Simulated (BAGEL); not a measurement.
# CuNH3Cl (SMILES [NH3]->[Cu][Cl]): HF/STO-3G (density fitting with qzvpp-jkfit)

Aim: the energy change on altering one bond length of CuNH3Cl at HF/STO-3G (density fitting with qzvpp-jkfit), from 2 runs. 

The calculation is run with BAGEL 1.2.2.

6 further runs of the same task are left out: 6 that didn't finish.

### 1 The molecule

CuNH3Cl: 6 atoms, total charge 0, spin state singlet. As SMILES, `[NH3]->[Cu][Cl]`. The shape comes from GFN2-xTB, which is rough for such elements, and wasn't checked as a minimum.

Bond lengths: Cu1–N2 1.911 Å, Cu1–Cl6 2.046 Å, N2–H3 1.016 Å, N2–H4 1.016 Å, N2–H5 1.016 Å. Angles: N2–Cu1–Cl6 179.3°, Cu1–N2–H3 109.6°, Cu1–N2–H4 109.1°, Cu1–N2–H5 109.5°, H3–N2–H4 109.5°, H3–N2–H5 109.6°, H4–N2–H5 109.6°.

### 2 A single-point energy at HF/STO-3G (density fitting with qzvpp-jkfit)

The input, input.json:

```json
{ "bagel": [

{
  "title": "molecule",
  "basis": "sto-3g",
  "df_basis": "qzvpp-jkfit",
  "angstrom": true,
  "geometry": [
    { "atom": "Cu", "xyz": [      -0.013220,       0.007560,      -1.101800 ] },
    { "atom": "N", "xyz": [       0.001570,      -0.001220,       0.809460 ] },
    { "atom": "H", "xyz": [      -0.411340,       0.858800,       1.157820 ] },
    { "atom": "H", "xyz": [       0.961850,      -0.072200,       1.133760 ] },
    { "atom": "H", "xyz": [      -0.531890,      -0.796570,       1.148850 ] },
    { "atom": "Cl", "xyz": [      -0.006980,       0.003620,      -3.148090 ] }
  ]
},

{ "title": "hf" },

{ "title": "print", "file": "orbitals.molden", "orbitals": true }

]}
```

Command:

```
$ BAGEL_NUM_THREADS=1 BAGEL input.json > input.out
```

The program printed:

```text
* using 1 threads per process

  ===============================================================
  ===============================================================

  *** Geometry ***

  { "atom" : "Cu", "xyz" : [     -0.024982,      0.014286,     -2.082100 ] },
  { "atom" : "N", "xyz" : [      0.002967,     -0.002305,      1.529658 ] },
  { "atom" : "H", "xyz" : [     -0.777320,      1.622897,      2.187963 ] },
  { "atom" : "H", "xyz" : [      1.817633,     -0.136438,      2.142496 ] },
  { "atom" : "H", "xyz" : [     -1.005126,     -1.505299,      2.171012 ] },
  { "atom" : "Cl", "xyz" : [     -0.013190,      0.006841,     -5.949028 ] },

  Number of auxiliary basis functions:      523

  Since a DF basis is specified, we compute 2- and 3-index integrals:
    o Being stored without compression. Storage requirement is 0.005 GB

  Number of basis functions:       35
  Number of electrons      :       56

    * METHOD: MOLECULE                             0.51

  *** RHF ***

  === Nuclear Repulsion ===
   236.4681224465

      * DIIS with orbital gradients will be used.

  === RHF iteration (sto-3g) ===
      0      -2125.95898277          0.05002946           0.05
      1      -2123.58184824          0.08399890           0.08
      2      -2128.62525066          0.03635144           0.07
      3      -2129.55586347          0.03516070           0.07
      4      -2129.36305127          0.03981924           0.07
      5      -2129.56675645          0.03606677           0.06
      6      -2130.28076893          0.00829886           0.07
      7      -2130.33076422          0.00309690           0.06
      8      -2130.33403358          0.00030117           0.06
      9      -2130.33413886          0.00018620           0.07
     10      -2130.33420618          0.00015234           0.07
     11      -2130.33430306          0.00011814           0.07
     12      -2130.33442534          0.00008579           0.07
     13      -2130.33448968          0.00005783           0.07
     14      -2130.33453410          0.00003827           0.06
     15      -2130.33453813          0.00001600           0.07
     16      -2130.33453901          0.00001097           0.07
     17      -2130.33453942          0.00000882           0.07
     18      -2130.33453971          0.00000715           0.06
     19      -2130.33454012          0.00000377           0.07
     20      -2130.33454014          0.00000264           0.07
     21      -2130.33454016          0.00000215           0.08
     22      -2130.33454019          0.00000146           0.07
     23      -2130.33454020          0.00000105           0.07
     24      -2130.33454020          0.00000095           0.07
     25      -2130.33454020          0.00000080           0.06
     26      -2130.33454020          0.00000057           0.06
     27      -2130.33454021          0.00000045           0.06
     28      -2130.33454021          0.00000036           0.06
     29      -2130.33454021          0.00000027           0.06
     30      -2130.33454021          0.00000021           0.08
     31      -2130.33454021          0.00000015           0.08
     32      -2130.33454021          0.00000009           0.06
     33      -2130.33454021          0.00000008           0.06
     34      -2130.33454021          0.00000007           0.06
     35      -2130.33454021          0.00000005           0.06
     36      -2130.33454021          0.00000004           0.06
     37      -2130.33454021          0.00000003           0.05
     38      -2130.33454021          0.00000002           0.06
     39      -2130.33454021          0.00000002           0.08
     40      -2130.33454021          0.00000001           0.07
     41      -2130.33454021          0.00000001           0.06
    * SCF iteration converged.

    * Permanent dipole moment:
           (   -0.035991,     0.021995,    -3.067983) a.u.

    * METHOD: HF                                   3.06

    * METHOD: PRINT                                0.00

  ===============================================================
```

It took 4.2 s on 1 thread of Intel Xeon at 2.50GHz (Skylake/Cascade Lake), shared host.

### 3 The distorted shape, same level

The input, hf.json:

```json
{ "bagel" : [

{
  "title" : "molecule",
  "basis" : "sto-3g",
  "df_basis" : "qzvpp-jkfit",
  "angstrom" : true,
  "geometry" : [
    { "atom" : "Cu", "xyz" : [    0.110651,   -0.250441,   -1.206306 ] },
    { "atom" : "N", "xyz" : [    0.125441,   -0.259221,    0.704954 ] },
    { "atom" : "H", "xyz" : [   -0.411340,    0.858800,    1.157820 ] },
    { "atom" : "H", "xyz" : [    1.085721,   -0.330201,    1.029254 ] },
    { "atom" : "H", "xyz" : [   -0.408019,   -1.054571,    1.044344 ] },
    { "atom" : "Cl", "xyz" : [    0.116891,   -0.254381,   -3.252596 ] }
  ]
},
{ "title" : "hf" },
{ "title" : "print", "file" : "orbitals.molden", "orbitals" : true }

]}
```

Command:

```
$ BAGEL_NUM_THREADS=1 BAGEL hf.json > hf.out
```

The program printed:

```text
* using 1 threads per process

  ===============================================================
  ===============================================================

  *** Geometry ***

  { "atom" : "Cu", "xyz" : [      0.209100,     -0.473265,     -2.279588 ] },
  { "atom" : "N", "xyz" : [      0.237049,     -0.489857,      1.332170 ] },
  { "atom" : "H", "xyz" : [     -0.777320,      1.622897,      2.187963 ] },
  { "atom" : "H", "xyz" : [      2.051715,     -0.623989,      1.945008 ] },
  { "atom" : "H", "xyz" : [     -0.771044,     -1.992850,      1.973524 ] },
  { "atom" : "Cl", "xyz" : [      0.220892,     -0.480710,     -6.146516 ] },

  Number of auxiliary basis functions:      523

  Since a DF basis is specified, we compute 2- and 3-index integrals:
    o Being stored without compression. Storage requirement is 0.005 GB

  Number of basis functions:       35
  Number of electrons      :       56

    * METHOD: MOLECULE                             0.52

  *** RHF ***

  === Nuclear Repulsion ===
   234.9566577594

      * DIIS with orbital gradients will be used.

  === RHF iteration (sto-3g) ===
      0      -2118.32329618          0.09450340           0.08
      1      -2120.91526531          0.10790187           0.07
      2      -2127.38684785          0.06274815           0.07
      3      -2129.43314416          0.03519280           0.07
      4      -2129.56879985          0.03424365           0.07
      5      -2129.50167330          0.03615299           0.07
      6      -2130.16027232          0.01498384           0.07
      7      -2130.25537339          0.00410321           0.07
      8      -2130.27458354          0.00192689           0.07
      9      -2130.27749650          0.00122290           0.08
     10      -2130.27981434          0.00075158           0.06
     11      -2130.28104205          0.00040792           0.05
     12      -2130.28134165          0.00032423           0.06
     13      -2130.28146889          0.00029893           0.05
     14      -2130.28190564          0.00018957           0.05
     15      -2130.28210755          0.00010069           0.05
     16      -2130.28213168          0.00006800           0.07
     17      -2130.28214207          0.00005125           0.06
     18      -2130.28214874          0.00003911           0.05
     19      -2130.28215133          0.00003469           0.05
     20      -2130.28215521          0.00002831           0.05
     21      -2130.28215870          0.00002083           0.05
     22      -2130.28216026          0.00001621           0.07
     23      -2130.28216097          0.00001414           0.07
     24      -2130.28216176          0.00001169           0.07
     25      -2130.28216262          0.00000824           0.08
     26      -2130.28216288          0.00000668           0.08
[... 26 lines of this table left out ...]
     53      -2130.28216323          0.00000006           0.07
     54      -2130.28216323          0.00000005           0.07
     55      -2130.28216323          0.00000004           0.07
     56      -2130.28216323          0.00000003           0.07
     57      -2130.28216323          0.00000003           0.07
     58      -2130.28216323          0.00000002           0.07
     59      -2130.28216323          0.00000002           0.07
     60      -2130.28216323          0.00000002           0.07
     61      -2130.28216323          0.00000002           0.07
     62      -2130.28216323          0.00000001           0.05
     63      -2130.28216323          0.00000001           0.06
     64      -2130.28216323          0.00000001           0.05
     65      -2130.28216323          0.00000001           0.05
    * SCF iteration converged.

    * Permanent dipole moment:
           (    0.031510,    -0.115824,    -3.004946) a.u.

    * METHOD: HF                                   4.72

    * METHOD: PRINT                                0.00

  ===============================================================
```

Run time: 5.7 s. Hardware: 1 thread of Intel Xeon at 2.50GHz (Skylake/Cascade Lake), shared host.

### 4 Results

At HF/STO-3G (density fitting with qzvpp-jkfit):

| quantity | value |
| --- | --- |
| first shape: total energy | -2130.33454 Eh |
| first shape: dipole moment | 7.80 D |
| first shape: HOMO energy | -3.41 eV |
| first shape: LUMO energy | 4.99 eV |
| first shape: HOMO–LUMO gap | 8.40 eV |
| distorted shape: total energy | -2130.28216 Eh |
| distorted shape: dipole moment | 7.64 D |
| distorted shape: HOMO energy | -3.43 eV |
| distorted shape: LUMO energy | 4.99 eV |
| distorted shape: HOMO–LUMO gap | 8.42 eV |
| energy change with the N2–H3 bond stretched from 1.016 to 1.320 Å | 1.425 eV |

In words: With the N2–H3 bond stretched from 1.016 to 1.320 Å the energy rises by 1.43 eV (138 kJ/mol). The first shape isn't relaxed at this level, so the change isn't measured from a minimum. The minimal basis adds a large error of its own.
